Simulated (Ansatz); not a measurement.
# Nb3C4: the cost of one run

Program: Ansatz 0.2.0. Level of theory: DFT PBE, scalar-relativistic, plane waves, PAW. These are calculated values, not measurements.

### Step 1. The starting structure

The structure is cubic, space group Pm-3m (No. 221). The conventional cell has a = 4.392 Å, b = 4.392 Å, c = 4.392 Å, α = 90.00°, β = 90.00°, γ = 90.00°. Nb (site symmetry 4/mmm) has 4 C at 2.20 Å as nearest neighbours. Around C (site symmetry 4/mmm) lie 4 Nb at 2.20 Å and 2 C at 2.20 Å. Around C (site symmetry m-3m) lie 6 C at 2.20 Å.

Coordinates:

```cif
data_structure
_symmetry_space_group_name_H-M 'Pm-3m'
_symmetry_Int_Tables_number 221
_cell_length_a 4.3919
_cell_length_b 4.3919
_cell_length_c 4.3919
_cell_angle_alpha 90.000
_cell_angle_beta 90.000
_cell_angle_gamma 90.000
_cell_volume 84.71
loop_
_atom_site_label
_atom_site_type_symbol
_atom_site_symmetry_multiplicity
_atom_site_Wyckoff_symbol
_atom_site_fract_x
_atom_site_fract_y
_atom_site_fract_z
_atom_site_occupancy
Nb1 Nb 3 c 0.00000 0.50000 0.50000 1
C1 C 3 d 0.50000 0.00000 0.00000 1
C2 C 1 a 0.00000 0.00000 0.00000 1
```

It is the end of an earlier relaxation with the same method, starting from a generated guess, and another structure or a mixture of phases may lie lower. At a tolerance of 0.05 Å it has space group Pm-3m (No. 221); it has 12.10 Å³/atom, an uncorrected energy of +1.12 eV/atom over the elements.

### Step 2. Static run: bands, density of states and charges

The input, input.yaml:

```yaml
crystal:
  lattice:
    - [4.3918770777, 0.0, 0.0]
    - [0.0, 4.3918770777, 0.0]
    - [0.0, 0.0, 4.3918770777]
  atoms:
    - { symbol: Nb, position: [0.0, 0.5, 0.5] }
    - { symbol: Nb, position: [0.5, 0.0, 0.5] }
    - { symbol: Nb, position: [0.5, 0.5, 0.0] }
    - { symbol: C, position: [0.5, 0.0, 0.0] }
    - { symbol: C, position: [0.0, 0.5, 0.0] }
    - { symbol: C, position: [0.0, 0.0, 0.5] }
    - { symbol: C, position: [0.0, 0.0, 0.0] }
basis:
  ecutwfc: 420
kpoints:
  mp_grid: { grid: [8, 8, 8] }
  band_path:
    path:
      - [[0.0, 0.0, 0.0], [0.0, 0.5, 0.0], [0.5, 0.5, 0.0], [0.0, 0.0, 0.0], [0.5, 0.5, 0.5], [0.0, 0.5, 0.0]]
      - [[0.5, 0.5, 0.5], [0.5, 0.5, 0.0]]
    npoints: 14
hamiltonian:
  xc: pbe
scf:
  occupations: { method: gaussian, width: 0.1 }
  n_extra_bands: 17
output:
  forces: true
  stress: true
  eigenvalues: true
  populations: true
  dos: { projected: true, de: 0.02, nscf_kmesh: { grid: [12, 12, 12] } }
  bader: true
  write_density: true
  write_potential: true
  elf: true
  volumetric_format: npy
```

Started as:

```sh
ansatz run input.yaml --threads 1 --pin off --max-ram 2048MiB --backend cpu --events-out ev --progress --plain --runs-dir out
```

What time and memory should one allow on 1 thread of Arm Neoverse V2, shared host?

About 57 s, with a peak of 0.5 GiB.
